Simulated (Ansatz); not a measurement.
**C2H8NSc: up Jacob's ladder to CCSD(T)**

The task here is to estimate one member of a computed series from the others.

Computed with Ansatz 0.2.0, Gaussian basis. Level: functionals in def2-TZVPP, the program's frozen cores in correlated methods.

Levels to be run: LDA (SPW92), PBE-D4, revPBE-D4, BLYP-D4, r2SCAN-D4, B97M-V, PBE0-D4, B3LYP-D4, r2SCANh-D4, r2SCAN0-D4, HSE06-D4, BHLYP-D4, CAM-B3LYP-D4, LC-ωPBE, ωB97X-V, ωB97M-V, B2PLYP, PBE-QIDH; CCSD(T)/def2-SVP; CCSD(T)/def2-TZVPP; MP2/def2-QZVPP; extrapolation to the limit; RPA on PBE.

### The geometry

All runs share one geometry, relaxed beforehand with PBE0-D4 in a triple-zeta def2 set.

SMILES `[CH3][Sc]([CH3])[NH2]`, 12 atoms, charge 0, spin multiplicity 1.

Atoms are counted from 1 here; the program's logs count them from 0.

Bond lengths: C1–Sc2 2.197 Å, C1–H5 1.098 Å, C1–H6 1.100 Å, C1–H7 1.098 Å, Sc2–C3 2.197 Å, Sc2–N4 1.977 Å, C3–H8 1.099 Å, C3–H9 1.099 Å, C3–H10 1.098 Å, N4–H11 1.013 Å, N4–H12 1.013 Å. Angles: Sc2–C1–H5 111.8°, Sc2–C1–H6 111.4°, Sc2–C1–H7 113.6°, H5–C1–H6 106.2°, H5–C1–H7 107.1°, H6–C1–H7 106.3°, C1–Sc2–C3 119.0°, C1–Sc2–N4 120.6°, C3–Sc2–N4 120.4°, Sc2–C3–H8 112.3°, Sc2–C3–H9 112.4°, Sc2–C3–H10 112.2°, H8–C3–H9 106.0°, H8–C3–H10 106.8°, H9–C3–H10 106.8°, Sc2–N4–H11 126.4°, Sc2–N4–H12 126.5°, H11–N4–H12 107.2°.

Set-up of the first run:

Input file in.yaml:

```yaml
crystal:
  periodic: [false, false, false]
  atoms:
    - {symbol: C, position_ang: [-0.668868, 1.790698, -0.823769]}
    - {symbol: Sc, position_ang: [-0.115154, -0.207130, -0.095528]}
    - {symbol: C, position_ang: [1.423286, -0.384039, 1.462967]}
    - {symbol: N, position_ang: [-0.977713, -1.823983, -0.837863]}
    - {symbol: H, position_ang: [0.166208, 2.499755, -0.743756]}
    - {symbol: H, position_ang: [-1.492479, 2.218829, -0.234224]}
    - {symbol: H, position_ang: [-1.001878, 1.800068, -1.869776]}
    - {symbol: H, position_ang: [1.043255, -0.876531, 2.368975]}
    - {symbol: H, position_ang: [2.285675, -0.980113, 1.133452]}
    - {symbol: H, position_ang: [1.813202, 0.594447, 1.772905]}
    - {symbol: H, position_ang: [-1.686669, -1.848566, -1.561587]}
    - {symbol: H, position_ang: [-0.788856, -2.783434, -0.571810]}
basis:
  gaussian: {orbitals: def2-TZVPP}
hamiltonian: {xc: lda}
output: {orbitals: {seedname: orbitals}}
```

Started as:

```bash
$ ansatz run in.yaml --threads 4 --pin off --events-out ev --progress --plain --max-ram 10444MiB
```

Steps of the session up to this table: LDA; PBE-D4 (GGA); revPBE-D4 (GGA); BLYP-D4 (GGA); r2SCAN-D4 (meta-GGA); B97M-V (meta-GGA); B3LYP-D4 (hybrid); r2SCANh-D4 (hybrid); r2SCAN0-D4 (hybrid); HSE06-D4 (hybrid); BHLYP-D4 (hybrid); CAM-B3LYP-D4 (range-separated); LC-ωPBE (range-separated); ωB97X-V (range-separated); ωB97M-V (range-separated); B2PLYP (double hybrid); PBE-QIDH (double hybrid).

One table of the session follows, with a row left open; its other results are not shown here.

It belongs to the step «Orbital energies across the functionals». 

| functional | HOMO (eV) | LUMO (eV) | gap (eV) |
| --- | --- | --- | --- |
| LDA (SPW92) | -5.37 | -2.67 | 2.71 |
| PBE-D4 | -5.24 | -2.45 | 2.80 |
| revPBE-D4 | -5.19 | -2.30 | 2.89 |
| BLYP-D4 | -5.12 | -2.48 | 2.63 |
| r2SCAN-D4 | -5.48 | -2.09 | 3.39 |
| B97M-V | -5.57 | -2.34 | 3.24 |
| PBE0-D4 | -6.55 | -1.50 | 5.05 |
| B3LYP-D4 | -6.33 | -1.90 | 4.43 |
| r2SCANh-D4 | -5.98 | -1.76 | 4.22 |
| r2SCAN0-D4 | -6.72 | -1.29 | 5.43 |
| HSE06-D4 | -6.15 | -1.87 | 4.27 |
| BHLYP-D4 | -7.77 | -0.82 | 6.95 |
| CAM-B3LYP-D4 | ? | ? | ? |
| LC-ωPBE | -9.38 | 0.56 | 9.94 |
| ωB97X-V | -9.01 | 0.35 | 9.35 |
| ωB97M-V | -8.89 | -0.03 | 8.86 |

Estimate the missing values for CAM-B3LYP-D4.

As computed: HOMO (eV): -7.97; LUMO (eV): -0.71; gap (eV): 7.26. In the column «HOMO (eV)» it lies between ωB97M-V (-8.89) and BHLYP-D4 (-7.77).
